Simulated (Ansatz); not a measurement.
This script for Ansatz's Python interface starts 3 runs on Na3Hg, space group P6_3/mmc. What input does the engine get in each?

Script `na3hg_edit.py`:
```python
"""Editing single keys of the input for Na3Hg."""

import warnings

import ansatz as az

warnings.simplefilter("ignore", az.DeckWarning)

lattice = az.Lattice.of(
    (6.92868223, 0.0, 0.0),
    (-3.46434112, 6.00041483, 0.0),
    (0.0, 0.0, 5.44258841),
)
sites = [
    ("Na", (0.35039518, 0.17519759, 0.75)),
    ("Na", (0.82480241, 0.17519759, 0.75)),
    ("Na", (0.82480241, 0.64960482, 0.75)),
    ("Na", (0.64960482, 0.82480241, 0.25)),
    ("Na", (0.17519759, 0.82480241, 0.25)),
    ("Na", (0.17519759, 0.35039518, 0.25)),
    ("Hg", (2 / 3, 1 / 3, 0.25)),
    ("Hg", (1 / 3, 2 / 3, 0.75)),
]
cell = az.Crystal(lattice=lattice)
for symbol, position in sites:
    cell = cell.atom(symbol, position)

model = (
    cell.calculation()
    .kpoints(5)
    .occupations("Fermi-Dirac", width=100 * az.meV)
    .functional(az.Functional.PBESOL)
    .band_table()
)
typed = model.input()
rows = []
for value in [0.0001, 1e-06, 1e-08]:
    edited = typed.set(az.key.scf.convergence.dr2_threshold, value)
    data = az.Session.from_dict(edited).plan().execute().report
    rows.append((value, data["free_energy_ev"], data["n_iterations"], len(data["eigenvalues_ev"][0]) if "eigenvalues_ev" in data else 0))
print("  threshold eV            F eV      iterations    bands listed")
for row in rows:
    print(f"{str(row[0]):>14s}  {row[1]:14.5f}  {row[2]:14d}  {row[3]:14d}")
print(edited.to_yaml())
```

Run 1:
```yaml
crystal:
  lattice:
    - [6.92868223, 0.0, 0.0]
    - [-3.46434112, 6.00041483, 0.0]
    - [0.0, 0.0, 5.44258841]
  atoms:
    - { symbol: Na, position: [0.35039518, 0.17519759, 0.75] }
    - { symbol: Na, position: [0.82480241, 0.17519759, 0.75] }
    - { symbol: Na, position: [0.82480241, 0.64960482, 0.75] }
    - { symbol: Na, position: [0.64960482, 0.82480241, 0.25] }
    - { symbol: Na, position: [0.17519759, 0.82480241, 0.25] }
    - { symbol: Na, position: [0.17519759, 0.35039518, 0.25] }
    - { symbol: Hg, position: [0.6666666666666666, 0.3333333333333333, 0.25] }
    - { symbol: Hg, position: [0.3333333333333333, 0.6666666666666666, 0.75] }
kpoints:
  mp_grid:
    grid: [5, 5, 5]
hamiltonian:
  xc: pbesol
scf:
  occupations:
    method: fermi_dirac
    width: 0.1
  convergence:
    dr2_threshold: 0.0001
output:
  eigenvalues: true
```

Run 2, against run 1:
```diff
-    dr2_threshold: 0.0001
+    dr2_threshold: 1.0e-06
```

Run 3, against run 1:
```diff
-    dr2_threshold: 0.0001
+    dr2_threshold: 1.0e-08
```

```console
$ python na3hg_edit.py
  threshold eV            F eV      iterations    bands listed
        0.0001    -36192.38756               6              57
         1e-06    -36192.38756               6              57
         1e-08    -36192.38756               8              57
crystal:
  lattice:
    - [6.92868223, 0.0, 0.0]
    - [-3.46434112, 6.00041483, 0.0]
    - [0.0, 0.0, 5.44258841]
  atoms:
    - { symbol: Na, position: [0.35039518, 0.17519759, 0.75] }
    - { symbol: Na, position: [0.82480241, 0.17519759, 0.75] }
    - { symbol: Na, position: [0.82480241, 0.64960482, 0.75] }
    - { symbol: Na, position: [0.64960482, 0.82480241, 0.25] }
    - { symbol: Na, position: [0.17519759, 0.82480241, 0.25] }
    - { symbol: Na, position: [0.17519759, 0.35039518, 0.25] }
    - { symbol: Hg, position: [0.6666666666666666, 0.3333333333333333, 0.25] }
    - { symbol: Hg, position: [0.3333333333333333, 0.6666666666666666, 0.75] }
kpoints:
  mp_grid:
    grid: [5, 5, 5]
hamiltonian:
  xc: pbesol
scf:
  occupations:
    method: fermi_dirac
    width: 0.1
  convergence:
    dr2_threshold: 1.0e-08
output:
  eigenvalues: true
```

What to keep in mind:
- Absolute energies stand on the zero of these potentials, so only differences at equal settings mean something. A total without «per atom» is that of the whole cell that was run.
- The mesh is modest for a metal, so energies can be off by several to tens of meV an atom and pressures by half a GPa or more; differences at equal mesh fare better.
- Spin-orbit coupling, which matters for elements this heavy, is left out.
- This cell is a computed structure, which may not be the phase found in nature.
- Timing: 23 s on 1 thread of Arm Neoverse V2, on a shared host, peak memory 0.54 GiB.
